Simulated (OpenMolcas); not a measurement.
# One shape, several levels: doublet C2H3In−

Wanted: a comparison of 3 runs (UHF/STO-3G, U-r2SCAN/def2-SVPD, UB3LYP/def2-SVPD) of doublet C2H3In−. 

Program for the calculation: OpenMolcas 26.06.

**1. The structure to begin with**

The species is C2H3In− (6 atoms), meant as a doublet with charge -1. SMILES of the parent species: `C#[C][InH2]`. The coordinates come from a PBE0-D4/def2-TZVP relaxation. That shape belongs to the parent species and isn't relaxed for this state.

Bond lengths: C1–C2 1.210 Å, C2–In3 2.097 Å, C1–H4 1.067 Å, In3–H5 1.713 Å, In3–H6 1.713 Å. Angles: C1–C2–In3 180.0°, C2–C1–H4 180.0°, C2–In3–H5 117.0°, C2–In3–H6 117.0°, H5–In3–H6 126.0°.

**2. A single-point energy at UHF/STO-3G (run 1)**

test.input reads:

```
&GATEWAY
BasLib=$CurrDir
Coord
6
angstrom
C       -0.186600      -1.928000       0.015100
C       -0.070400      -0.723400       0.005900
In       0.131900       1.363900      -0.010600
H       -0.289000      -2.989600       0.023300
H        0.673500       2.081500      -1.468800
H       -0.259400       2.195500       1.435000
Basis=STO-3G
Group=NoSym
&SEWARD
&SCF
UHF
Charge=-1
Spin=2
Thresholds=1e-10 1e-07 1e-07 1e-05
PrOrbitals=1 1
```

The basis set STO-3G is read from a file made from the Basis Set Exchange's data (not shown).

Launch:

```bash
$ export MOLCAS_MEM=1860
$ pymolcas test.input > test.log
```

Log:

```text
--- Start Module: gateway ---
[...]
--- Stop Module: gateway /rc=_RC_ALL_IS_WELL_ ---
--- Start Module: seward ---
[...]
      Basis functions           40
--- Stop Module: seward /rc=_RC_ALL_IS_WELL_ ---
[...]
--- Start Module: scf ---
[...]
       Convergence after  24 Iterations
[...]
::    Total SCF energy                              -5759.1688497762
[...]
      Total spin, S                                     0.5970252013
[...]
      Total electronic charge=   65.000000
      Total            charge=   -1.000000
[...]
      Dipole Moment (debye):
      Origin of the operator (angstrom)=    0.0859    0.8892   -0.0069
                   X=  9.3671E-02               Y=  9.7088E-01               Z= -7.0278E-03           Total=  9.7541E-01
      Center of Charge (angstrom)
[...]
--- Stop Module: scf /rc=_RC_ALL_IS_WELL_ ---
[...]
```

Wall time 5.4 s (1 thread of Intel Xeon at 2.50GHz (Skylake/Cascade Lake), shared host); peak memory 0.38 GiB.

**3. The energy at U-r2SCAN/def2-SVPD (core potential) (run 2)**

calc.input reads:

```
* C2H3In Kohn-Sham DFT

&GATEWAY
  BASLIB
  $CurrDir
  COORD
  6
  bohr
  C     -0.35262289    -3.64339197     0.02853486
  C     -0.13303672    -1.36702788     0.01114938
  In     0.24925488     2.57739746    -0.02003110
  H     -0.54613085    -5.64952522     0.04403062
  H      1.27273054     3.93346493    -2.77562973
  H     -0.49019496     4.14889371     2.71175699
  BASIS
  def2-SVPD
  GROUP
  NoSym

&SEWARD
  GRIDINPUT
  Grid=UltraFine
  End of Grid

&SCF
  UHF
  CHARGE
  -1
  SPIN
  2
  KSDFT
  2
  1.0 MGGA_X_R2SCAN
  1.0 MGGA_C_R2SCAN
  THRESHOLDS
  1e-10 1e-07 1e-07 1e-05
  PRORBITALS
  1 2
```

The basis set def2-SVPD is read from a file made from the Basis Set Exchange's data (not shown).

Launch:

```bash
$ export MOLCAS_MEM=1860
$ pymolcas calc.input > calc.log
```

Log:

```text
--- Start Module: gateway ---
[...]
--- Stop Module: gateway /rc=_RC_ALL_IS_WELL_ ---
--- Start Module: seward ---
[...]
      Basis functions           96
--- Stop Module: seward /rc=_RC_ALL_IS_WELL_ ---
[...]
--- Start Module: scf ---
[...]
       Convergence after  25 Iterations
[...]
::    Total KS-DFT energy                            -268.0211108863
[...]
      Total spin, S                                     0.5045893358
[...]
      Total electronic charge=   37.000000
      Total            charge=   -1.000000
[...]
      Dipole Moment (debye):
      Origin of the operator (angstrom)=    0.0859    0.8892   -0.0069
                   X= -2.4580E-02               Y= -2.5890E-01               Z=  2.4758E-03           Total=  2.6008E-01
      Center of Charge (angstrom)
[...]
--- Stop Module: scf /rc=_RC_ALL_IS_WELL_ ---
[...]
```

Wall time 3.7 min (1 thread of Intel Xeon at 2.50GHz (Skylake/Cascade Lake), shared host); peak memory 0.53 GiB.

**4. The energy at UB3LYP/def2-SVPD (core potential) (run 3)**

calc.inp reads:

```
>>> EXPORT MOLCAS_PRINT=2

&GATEWAY
 BasLib=$CurrDir
 Coord
 6
 angstrom
 C       -0.186600      -1.928000       0.015100
 C       -0.070400      -0.723400       0.005900
 In       0.131900       1.363900      -0.010600
 H       -0.289000      -2.989600       0.023300
 H        0.673500       2.081500      -1.468800
 H       -0.259400       2.195500       1.435000
 Basis=def2-SVPD
 Group=NoSym

&SEWARD
 GridInput
 Grid=UltraFine
 End of Grid

&SCF
 UHF
 Charge=-1
 Spin=2
 KSDFT=B3LYP
 Thresholds=1e-10 1e-07 1e-07 1e-05
 PrOrbitals=1 1
```

The basis set def2-SVPD is read from a file made from the Basis Set Exchange's data (not shown).

Launch:

```bash
$ export MOLCAS_MEM=1860
$ pymolcas calc.inp > calc.log
```

Log:

```text
--- Start Module: gateway ---
[...]
--- Stop Module: gateway /rc=_RC_ALL_IS_WELL_ ---
--- Start Module: seward ---
[...]
      Basis functions           96
--- Stop Module: seward /rc=_RC_ALL_IS_WELL_ ---
[...]
--- Start Module: scf ---
[...]
       Convergence after  23 Iterations
[...]
::    Total KS-DFT energy                            -268.0735556612
[...]
      Total spin, S                                     0.5018695537
[...]
      Total electronic charge=   37.000000
      Total            charge=   -1.000000
[...]
      Dipole Moment (debye):
      Origin of the operator (angstrom)=    0.0859    0.8892   -0.0069
                   X= -2.4983E-02               Y= -2.6285E-01               Z=  2.5278E-03           Total=  2.6405E-01
      Center of Charge (angstrom)
[...]
--- Stop Module: scf /rc=_RC_ALL_IS_WELL_ ---
[...]
```

Wall time 2.4 min (1 thread of Intel Xeon at 2.50GHz (Skylake/Cascade Lake), shared host); peak memory 0.53 GiB.

**5. The series**

| run | level | integration grid | energy (Eh) | HOMO energy (eV) | LUMO energy (eV) | ⟨S²⟩ | wall time |
| --- | --- | --- | --- | --- | --- | --- | --- |
| 1 | UHF/STO-3G | – | -5759.168850 | 4.39 | 14.15 | 0.953 | 5.4 s |
| 2 | U-r2SCAN/def2-SVPD (core potential) | UltraFine | -268.021111 | 1.63 | 3.15 | 0.759 | 3.7 min |
| 3 | UB3LYP/def2-SVPD (core potential) | UltraFine | -268.073556 | 1.43 | 3.19 | 0.754 | 2.4 min |

**6. What came out**

| quantity | value |
| --- | --- |
| run 3: total energy | -268.07356 Eh |
| run 3: HOMO energy (highest over α and β) | 1.43 eV |
| run 3: LUMO energy (lowest over α and β) | 3.19 eV |
| run 3: ⟨S²⟩ | 0.754 |

**Reading.** Totals of different functionals can't be ranked against each other. Some runs of one species differ in core potentials or relativity; totals across that change don't compare. In runs 1, 2, 3 the HOMO lies above zero, so the outermost electron may be held by the basis alone. In run 1 the basis is minimal, so the values are rough. In run 1 relativity is left out where basis or elements ask for it. Spin contamination of the reference: run 1 ⟨S²⟩ = 0.95. All runs together took 6.2 min, the longest 3.7 min.
